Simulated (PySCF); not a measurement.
# C₈H₂₄S₄Si₄: NMR shifts, electronic excitations

Aim: compute the NMR shifts, electronic excitations of C₈H₂₄S₄Si₄ (`C[Si]1(C)S[Si](C)(C)S[Si](C)(C)S[Si](C)(C)S1`).

Computed with PySCF 2.14.0 and routines of our own; the level stands in each step. Atoms count from 0.

## 1. The starting structure

40 atoms, charge 0, multiplicity 1; geometry from: GFN2-xTB.

## 2. Optimising the geometry at PBE0-D3(BJ)/def2-SVP

The job: settings as JSON, then the geometry in Å.

```
{"job": {"xc": "PBE0", "basis": "def2-SVP", "d3": "d3bj", "grid": 1, "kind": "geom"}, "charge": 0, "multiplicity": 1}
C     -0.784095     2.594568    -2.192879
Si     0.301904     2.322968    -0.664942
C      1.240377     3.884092    -0.130843
S      1.715547     0.780152    -1.247216
Si     2.357621    -0.269560     0.546022
C      3.884586    -1.246456    -0.018574
C      2.720440     0.916476     1.978220
S      0.846075    -1.628130     1.313337
Si    -0.300984    -2.386067    -0.370381
C      0.796951    -2.848402    -1.843159
C     -1.241579    -3.868797     0.350490
S     -1.707848    -0.928962    -1.154047
Si    -2.360553     0.334566     0.490373
C     -2.733612    -0.660567     2.058490
C     -3.883015     1.231979    -0.202370
S     -0.858315     1.782243     1.091663
H     -1.532859     3.358190    -2.007417
H     -0.175650     2.915212    -3.032111
H     -1.290999     1.678362    -2.481444
H      1.639267     3.791366     0.874074
H      2.065080     4.086559    -0.806369
H      0.577466     4.742796    -0.141785
H      3.732377    -1.708984    -0.988542
H      4.130700    -2.025882     0.695354
H      4.739026    -0.582854    -0.101068
H      1.821757     1.445808     2.282067
H      3.088403     0.366489     2.838484
H      3.471896     1.647141     1.694736
H      1.306720    -1.975686    -2.241032
H      0.193129    -3.270675    -2.639732
H      1.543360    -3.583379    -1.557991
H     -1.645741    -3.650246     1.333576
H     -2.062620    -4.156825    -0.297750
H     -0.576998    -4.720498     0.450353
H     -3.484467    -1.421155     1.868558
H     -1.839123    -1.147152     2.436549
H     -3.107457    -0.004149     2.837358
H     -3.725714     1.570693    -1.221296
H     -4.738140     0.564454    -0.206804
H     -4.132912     2.094130     0.407138
```

Launch:

```bash
$ OMP_NUM_THREADS=4 python large_run.py task.json out
```

This one command runs all jobs of the session in turn.

The log of the run:

```text
step   0  E = -3067.96259904  max force = 0.013516
step   1  E = -3067.96978280  max force = 0.004238
step   2  E = -3067.97049665  max force = 0.002395
step   3  E = -3067.97088206  max force = 0.001184
step   4  E = -3067.97115522  max force = 0.001457
step   5  E = -3067.97149451  max force = 0.002213
step   6  E = -3067.97167261  max force = 0.002229
step   7  E = -3067.97183016  max force = 0.001302
step   8  E = -3067.97187310  max force = 0.000661
step   9  E = -3067.97190507  max force = 0.000279
step  10  E = -3067.97192153  max force = 0.000248
optimisation converged
```

Wall time 6.2 min (4 threads of Arm Neoverse V2, shared host); peak memory 3.4 GiB.

The steps of the relaxation:

```
step  energy from step 0 (eV)  largest force component (eV/Å)
   0                   0.0000                          0.6950
   1                  -0.1955                          0.2179
   2                  -0.2149                          0.1232
   3                  -0.2254                          0.0609
   4                  -0.2328                          0.0749
   5                  -0.2421                          0.1138
   6                  -0.2469                          0.1146
   7                  -0.2512                          0.0670
   8                  -0.2524                          0.0340
   9                  -0.2532                          0.0143
  10                  -0.2537                          0.0128
```

Close pairs (by a distance rule), those that changed most:

```
    bond  before (Å)  after (Å)  change (Å)
Si12–C13       1.894      1.867      -0.027
  Si4–C6       1.895      1.868      -0.027
  Si4–C5       1.899      1.872      -0.027
  Si8–C9       1.894      1.867      -0.027
Si12–C14       1.898      1.871      -0.027
  C0–Si1       1.894      1.867      -0.027
  Si1–C2       1.898      1.872      -0.027
 Si8–C10       1.898      1.871      -0.027
```

The final coordinates are the input of the step that follows.

```
                         at the end point                value
  point group (found at 0.08 Å tolerance)                   S4
rotational constants (GHz, main isotopes)  0.287, 0.287, 0.197
                        dipole moment (D)                 0.02
```

## 3. NMR shifts: GIAO PBE0/pcSseg-2

The job: settings as JSON, then the geometry in Å.

```
{"job": {"kind": "nmr", "xc": "PBE0", "basis": "pcSseg-2", "pop": true}, "charge": 0, "multiplicity": 1}
C     -1.004231     2.593644    -2.080392
Si     0.089259     2.314233    -0.592740
C      0.923871     3.899170    -0.050580
S      1.602184     0.915002    -1.260192
Si     2.322377    -0.065409     0.511349
C      3.886258    -0.927203    -0.049440
C      2.656082     1.089213     1.940819
S      0.942872    -1.544454     1.286645
Si    -0.092437    -2.338919    -0.420243
C      1.017416    -2.733456    -1.869267
C     -0.930831    -3.877565     0.237001
S     -1.598749    -0.993333    -1.204163
Si    -2.332636     0.114759     0.484985
C     -2.671691    -0.931345     1.994062
C     -3.895983     0.923599    -0.150390
S     -0.965915     1.654839     1.159551
H     -1.820470     3.288878    -1.830910
H     -0.406687     3.031658    -2.895643
H     -1.428306     1.643049    -2.434604
H      1.557807     3.731034     0.832064
H      1.559486     4.283339    -0.863312
H      0.170587     4.661077     0.204116
H      3.686637    -1.597459    -0.897991
H      4.297472    -1.528922     0.775798
H      4.640229    -0.187837    -0.362056
H      1.719967     1.531944     2.310295
H      3.121573     0.525098     2.764625
H      3.344319     1.891082     1.632220
H      1.448024    -1.814362    -2.291844
H      0.428991    -3.233829    -2.654694
H      1.828693    -3.408365    -1.555737
H     -1.574402    -3.641123     1.096662
H     -1.556805    -4.327955    -0.548756
H     -0.178703    -4.614365     0.560059
H     -3.353470    -1.757977     1.741571
H     -1.736187    -1.339694     2.402515
H     -3.146445    -0.309689     2.769760
H     -3.692792     1.530187    -1.044794
H     -4.642700     0.158060    -0.413535
H     -4.317921     1.582230     0.624372
```

With the program's defaults for keys left out, this is: GIAO PBE0/pcSseg-2 NMR shielding, non-relativistic, gas phase.

The log of the run:

```text
start: PBE on a coarse grid of 34710 points
cycle   1  E = -3068.5086788453  dE =  9.783e-01  |g| = 1.269e+00  |ddm| = 4.966e+00
cycle   2  E = -3068.0315822907  dE =  4.771e-01  |g| = 1.814e+00  |ddm| = 2.467e+00
cycle   3  E = -3068.9009808685  dE = -8.694e-01  |g| = 1.695e-01  |ddm| = 1.578e+00
cycle   4  E = -3068.9073446149  dE = -6.364e-03  |g| = 9.480e-02  |ddm| = 4.176e-01
cycle   5  E = -3068.9095284253  dE = -2.184e-03  |g| = 1.416e-02  |ddm| = 1.883e-01
cycle   6  E = -3068.9095610015  dE = -3.258e-05  |g| = 8.988e-03  |ddm| = 5.035e-02
final grid: 283177 points
cycle   7  E = -3069.2577919685  dE = -1.475e-02  |g| = 5.218e-02  |ddm| = 4.302e-01
cycle   8  E = -3069.2574572598  dE =  3.347e-04  |g| = 6.123e-02  |ddm| = 1.618e-01
cycle   9  E = -3069.2584303963  dE = -9.731e-04  |g| = 5.909e-03  |ddm| = 1.102e-01
cycle  10  E = -3069.2584312628  dE = -8.665e-07  |g| = 3.058e-03  |ddm| = 1.776e-02
cycle  11  E = -3069.2584375314  dE = -6.269e-06  |g| = 5.341e-04  |ddm| = 6.067e-03
cycle  12  E = -3069.2584356358  dE =  1.896e-06  |g| = 1.161e-04  |ddm| = 1.170e-03
cycle  13  E = -3069.2584378254  dE = -2.190e-06  |g| = 2.700e-05  |ddm| = 2.822e-04
converged SCF energy = -3069.2584378254

GIAO shielding tensors (ppm)
atom      isotropic    diamagn.    paramagn.     s11        s22        s33       span
  0 C      176.259     252.425     -76.165    167.315    174.238    187.225     19.910
  1 Si     313.982     886.774    -572.792    293.237    321.517    327.190     33.953
  2 C      174.147     249.245     -75.098    162.418    171.769    188.254     25.836
  3 S      662.223    1069.375    -407.152    604.261    650.971    731.437    127.176
  4 Si     314.054     886.797    -572.743    293.590    321.455    327.117     33.528
  5 C      174.148     249.266     -75.118    162.478    171.734    188.231     25.753
  6 C      176.299     252.359     -76.060    167.395    174.291    187.211     19.815
  7 S      661.777    1069.406    -407.629    603.260    651.022    731.048    127.788
  8 Si     314.022     886.791    -572.769    293.490    321.173    327.402     33.911
  9 C      176.302     252.335     -76.033    167.436    174.311    187.159     19.723
 10 C      174.163     249.305     -75.142    162.503    171.751    188.234     25.732
 11 S      661.881    1069.337    -407.455    603.035    651.010    731.599    128.564
 12 Si     313.902     886.744    -572.842    293.153    321.273    327.280     34.127
 13 C      176.241     252.440     -76.198    167.364    174.201    187.159     19.796
 14 C      174.148     249.217     -75.070    162.425    171.779    188.239     25.813
 15 S      662.258    1069.337    -407.079    604.107    650.922    731.746    127.640
 16 H       30.953      32.770      -1.817     26.585     28.724     37.550     10.964
 17 H       30.764      31.958      -1.194     26.305     27.978     38.009     11.704
 18 H       29.748      36.104      -6.357     24.471     30.268     34.504     10.033
 19 H       30.658      33.476      -2.819     25.591     31.377     35.005      9.414
 20 H       30.907      30.990      -0.082     26.899     28.053     37.771     10.872
 21 H       30.797      30.683       0.114     26.054     28.347     37.989     11.935
 22 H       30.656      33.505      -2.849     25.576     31.388     35.005      9.429
 23 H       30.907      31.022      -0.115     26.906     28.047     37.768     10.862
 24 H       30.798      30.705       0.092     26.058     28.343     37.991     11.933
 25 H       29.764      36.095      -6.331     24.503     30.302     34.487      9.984
 26 H       30.764      31.966      -1.203     26.303     27.978     38.010     11.706
 27 H       30.952      32.770      -1.818     26.593     28.721     37.544     10.951
 28 H       29.761      36.086      -6.325     24.500     30.296     34.486      9.987
 29 H       30.762      31.943      -1.181     26.301     27.968     38.016     11.715
 30 H       30.953      32.788      -1.835     26.595     28.733     37.530     10.934
 31 H       30.657      33.525      -2.869     25.571     31.396     35.003      9.433
 32 H       30.907      30.998      -0.090     26.906     28.023     37.793     10.887
 33 H       30.800      30.737       0.062     26.062     28.361     37.977     11.915
 34 H       30.952      32.806      -1.855     26.578     28.746     37.531     10.953
 35 H       29.738      36.125      -6.387     24.463     30.251     34.501     10.038
 36 H       30.763      31.964      -1.201     26.304     27.974     38.011     11.707
 37 H       30.658      33.459      -2.802     25.591     31.375     35.006      9.415
 38 H       30.798      30.689       0.108     26.057     28.360     37.976     11.919
 39 H       30.907      30.968      -0.061     26.898     28.038     37.785     10.887
```

Run time: 99 s. Hardware: 4 threads of Arm Neoverse V2, shared host; peak memory 4.5 GiB.

Shifts follow as δ = σ(reference) − σ, with reference shieldings (ppm) from runs at the same level and on the same kind of geometry: ¹H TMS 31.25, ¹³C TMS 184.1, ²⁹Si TMS 341.3, ³³S CS2 503. The references are single molecules in the gas phase. Atoms listed in one row are averaged.

```
                              atoms                                       environment  σ (ppm)  δ (ppm)
      C0, C2, C5, C6, C9 and 3 more                        methyl carbon bonded to Si    175.2      8.9
H16, H17, H18, H19, H20 and 19 more          hydrogen on a methyl carbon bonded to Si    30.64     0.61
                Si1, Si4, Si8, Si12  silicon bonded to 2 C, 2 S, in a 8-membered ring    314.0     27.3
                   S3, S7, S11, S15       sulfur bonded to 2 Si, in a 8-membered ring      662     -159
```

Charges from the same density, by scheme (e):

```
                        atoms  Mulliken    IAO  Hirshfeld  ESP fit
C0, C2, C5, C6, C9 and 3 more     -0.25  -0.73      -0.23    -0.75
          Si1, Si4, Si8, Si12      0.37   0.95       0.34     0.87
             S3, S7, S11, S15     -0.30  -0.46      -0.15    -0.49
```

Mayer bond orders: C0–Si1 0.90, Si1–C2 0.89, Si1–S3 1.03, S3–Si4 1.13, Si4–C5 0.89, Si4–C6 0.90, Si4–S7 1.03, S7–Si8 1.13, Si8–C9 0.90, Si8–C10 0.89, Si8–S11 1.03, S11–Si12 1.13, Si12–C13 0.90, Si12–C14 0.89, Si12–S15 1.03, S15–Si1 1.13.

Ring of atoms Si1, S3, Si4, S7, Si8, S11, Si12, S15: NICS(0) -1.9, NICS(1) -2.8, NICS(1)zz 8.0 ppm (means of both faces).

## 4. NMR shifts: GIAO mPW1PW91/pcSseg-2

The job, as its differences from that of step 3:

```diff
@@ -1,2 +1,2 @@
-{"job": {"kind": "nmr", "xc": "PBE0", "basis": "pcSseg-2", "pop": true}, "charge": 0, "multiplicity": 1}
+{"job": {"kind": "nmr", "xc": "mPW1PW91", "basis": "pcSseg-2", "pop": false}, "charge": 0, "multiplicity": 1}
 C     -1.004231     2.593644    -2.080392
```

Method: GIAO mPW1PW91/pcSseg-2 NMR shielding, non-relativistic, gas phase.

The log of the run:

```text
start: PBE on a coarse grid of 34710 points
cycle   1  E = -3068.5086788465  dE =  9.783e-01  |g| = 1.269e+00  |ddm| = 4.966e+00
cycle   2  E = -3068.0315822953  dE =  4.771e-01  |g| = 1.814e+00  |ddm| = 2.467e+00
cycle   3  E = -3068.9009806560  dE = -8.694e-01  |g| = 1.695e-01  |ddm| = 1.578e+00
cycle   4  E = -3068.9073462761  dE = -6.366e-03  |g| = 9.480e-02  |ddm| = 4.176e-01
cycle   5  E = -3068.9095299341  dE = -2.184e-03  |g| = 1.416e-02  |ddm| = 1.883e-01
cycle   6  E = -3068.9095623287  dE = -3.239e-05  |g| = 8.988e-03  |ddm| = 5.035e-02
final grid: 283177 points
cycle   7  E = -3070.7467850210  dE = -1.390e-02  |g| = 6.304e-02  |ddm| = 4.521e-01
cycle   8  E = -3070.7464673303  dE =  3.177e-04  |g| = 6.482e-02  |ddm| = 1.850e-01
cycle   9  E = -3070.7474696371  dE = -1.002e-03  |g| = 1.143e-02  |ddm| = 1.296e-01
cycle  10  E = -3070.7475000586  dE = -3.042e-05  |g| = 2.566e-03  |ddm| = 2.520e-02
cycle  11  E = -3070.7475002109  dE = -1.523e-07  |g| = 1.106e-03  |ddm| = 6.430e-03
cycle  12  E = -3070.7475009012  dE = -6.904e-07  |g| = 1.672e-04  |ddm| = 2.271e-03
cycle  13  E = -3070.7475025419  dE = -1.641e-06  |g| = 3.122e-05  |ddm| = 2.695e-04
converged SCF energy = -3070.7475025419

GIAO shielding tensors (ppm)
atom      isotropic    diamagn.    paramagn.     s11        s22        s33       span
  0 C      175.726     252.254     -76.527    166.988    173.702    186.489     19.501
  1 Si     312.450     887.019    -574.568    291.637    319.994    325.721     34.084
  2 C      173.662     249.006     -75.344    162.142    171.354    187.490     25.348
  3 S      660.803    1069.699    -408.896    602.232    649.244    730.933    128.701
  4 Si     312.522     887.042    -574.520    291.988    319.935    325.643     33.655
  5 C      173.662     249.027     -75.365    162.202    171.317    187.466     25.264
  6 C      175.767     252.190     -76.423    167.069    173.756    186.476     19.407
  7 S      660.360    1069.730    -409.370    601.236    649.291    730.553    129.317
  8 Si     312.490     887.036    -574.546    291.890    319.652    325.927     34.037
  9 C      175.771     252.165     -76.394    167.110    173.776    186.426     19.316
 10 C      173.677     249.065     -75.388    162.226    171.334    187.470     25.244
 11 S      660.454    1069.660    -409.206    600.996    649.270    731.097    130.101
 12 Si     312.371     886.989    -574.619    291.553    319.750    325.810     34.256
 13 C      175.710     252.271     -76.561    167.037    173.666    186.426     19.389
 14 C      173.663     248.976     -75.314    162.149    171.364    187.475     25.326
 15 S      660.832    1069.661    -408.829    602.065    649.197    731.235    129.170
 16 H       31.000      32.747      -1.747     26.647     28.785     37.569     10.922
 17 H       30.815      31.952      -1.137     26.373     28.045     38.028     11.655
 18 H       29.802      36.102      -6.300     24.545     30.333     34.530      9.985
 19 H       30.708      33.423      -2.715     25.654     31.436     35.035      9.381
 20 H       30.958      30.942       0.016     26.963     28.118     37.793     10.830
 21 H       30.850      30.630       0.220     26.129     28.415     38.007     11.878
 22 H       30.707      33.453      -2.746     25.639     31.447     35.035      9.396
 23 H       30.957      30.975      -0.017     26.970     28.112     37.790     10.820
 24 H       30.851      30.654       0.198     26.133     28.412     38.009     11.875
 25 H       29.819      36.093      -6.274     24.577     30.367     34.513      9.936
 26 H       30.815      31.961      -1.146     26.371     28.045     38.028     11.657
 27 H       31.000      32.747      -1.747     26.655     28.781     37.563     10.908
 28 H       29.816      36.082      -6.267     24.573     30.361     34.512      9.938
 29 H       30.813      31.937      -1.124     26.369     28.035     38.035     11.666
 30 H       31.000      32.764      -1.765     26.657     28.793     37.549     10.892
 31 H       30.707      33.472      -2.765     25.634     31.455     35.033      9.399
 32 H       30.958      30.950       0.007     26.970     28.088     37.815     10.845
 33 H       30.853      30.685       0.168     26.136     28.429     37.994     11.858
 34 H       30.999      32.783      -1.784     26.640     28.806     37.550     10.910
 35 H       29.793      36.123      -6.330     24.536     30.316     34.527      9.990
 36 H       30.814      31.959      -1.144     26.372     28.041     38.030     11.658
 37 H       30.708      33.405      -2.697     25.654     31.434     35.036      9.382
 38 H       30.851      30.637       0.215     26.132     28.429     37.994     11.862
 39 H       30.958      30.920       0.037     26.962     28.103     37.808     10.845
```

Run time: 93 s. Hardware: 4 threads of Arm Neoverse V2, shared host; peak memory 4.5 GiB.

(Part 1 of 2 ends here.)
